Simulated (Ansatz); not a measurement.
**Ti3C2: response to biaxial strain in the a-b plane**

The task here is to estimate one member of a computed series from the others.

Computed with Ansatz 0.2.0 (DFT PBEsol, scalar-relativistic, plane waves, PAW, unless a step's input says otherwise).

2 further runs of the same task are left out: 2 set aside as unsound or not needed.

## The structure to begin with

The structure is hexagonal, space group P6_3/mmc (No. 194). Conventional cell: a = 3.042 Å, b = 3.042 Å, c = 14.985 Å, α = 90.00°, β = 90.00°, γ = 120.00°. Ti (site symmetry 3m) is surrounded by 3 C at 2.05 Å. Ti (site symmetry -3m) has 6 C at 2.18 Å in its first shell of neighbours. Around C (site symmetry 3m) lie 6 Ti at 2.05 to 2.18 Å.

Structure file:

```
Ti C
1.0
     3.04209    0.00000    0.00000
    -1.52104    2.63453    0.00000
     0.00000    0.00000   14.98465
Ti C
6 4
Cartesian
  0.0000 1.7564 12.6439
  1.5210 0.8782 5.1516
  1.5210 0.8782 2.3407
  0.0000 1.7564 9.8331
  0.0000 0.0000 0.0000
  0.0000 0.0000 7.4923
  1.5210 0.8782 13.7017
  0.0000 1.7564 6.2094
  1.5210 0.8782 8.7753
  0.0000 1.7564 1.2830
```

It goes back to an entry of the Materials Project, which need not be the stable form.

It is the result of an earlier relaxation at this level (volume 12.01 Å³/atom; gap on the mesh: none (metal)).

The unstrained cell comes from an earlier run at this level (10 atoms, E(σ→0) -15837.8258 eV, gap none (metal)).

Set-up of the first run:

Input file input.yaml:

```yaml
crystal:
  lattice:
    - [2.9812481359, 0.0, 0.0]
    - [-1.490624068, 2.5818366207, 0.0]
    - [0.0, 0.0, 15.1644651841]
  atoms:
    - { symbol: Ti, position: [0.3333333333, 0.6666666667, 0.8437914628] }
    - { symbol: Ti, position: [0.6666666667, 0.3333333333, 0.3437914628] }
    - { symbol: Ti, position: [0.6666666667, 0.3333333333, 0.1562085372] }
    - { symbol: Ti, position: [0.3333333333, 0.6666666667, 0.6562085372] }
    - { symbol: Ti, position: [0.0, 0.0, 0.0] }
    - { symbol: Ti, position: [0.0, 0.0, 0.5] }
    - { symbol: C, position: [0.6666666667, 0.3333333333, 0.9143810498] }
    - { symbol: C, position: [0.3333333333, 0.6666666667, 0.4143810498] }
    - { symbol: C, position: [0.6666666667, 0.3333333333, 0.5856189502] }
    - { symbol: C, position: [0.3333333333, 0.6666666667, 0.0856189502] }
basis:
  ecutwfc: 420
kpoints:
  mp_grid: { grid: [12, 12, 4] }
hamiltonian:
  xc: pbesol
scf:
  occupations: { method: gaussian, width: 0.1 }
output:
  forces: true
  stress: true
  eigenvalues: true
relax:
  adjacent_minimum: "off"
  f_tol: 0.008
  max_steps: 40
  cell: { stress_tol: 0.015, fix: [a, b, gamma] }
```

Started as:

```sh
ansatz run input.yaml --threads 2 --pin off --max-ram 5120MiB --backend cpu --events-out ev --progress --plain --runs-dir out
```

Steps of the session up to this table: The cell strained by -2.0 %; At +2.0 %; At -4.0 %; At +4.0 %.

One table of the session follows, with a row left open; its other results are not shown here.

Lengths are those of the vectors of the cell that was run; stresses in GPa:

| strain (%) | ΔE (meV/atom) | a (Å) | b (Å) | c (Å) |
| --- | --- | --- | --- | --- |
| -4.0 | 56.2 | 2.920 | 2.920 | 15.171 |
| -2.0 | 13.7 | 2.981 | 2.981 | 15.069 |
| +0.0 | 0.0 | 3.042 | 3.042 | 14.985 |
| +2.0 | ? | ? | ? | ? |
| +4.0 | 49.7 | 3.164 | 3.164 | 14.829 |

**Question.** Estimate the row for strain (%) = +2.0.

Worked estimate for «ΔE (meV/atom)». A straight line through the neighbours (0.0, 0.0) and (4.0, 49.7) gives 0.0 + (49.7 − 0.0) × (2.0 − 0.0) / (4.0 − 0.0) = 24.9; a parabola fitted to 3 rows on both sides gives 12.0.

As computed: ΔE (meV/atom): 13.1; a (Å): 3.103; b (Å): 3.103; c (Å): 14.902. In «ΔE (meV/atom)» the line misses by +11.8 and the parabola by -1.1.

ΔE is over the unstrained cell. Stress in GPa, positive in compression, on the Cartesian axes of the input. 
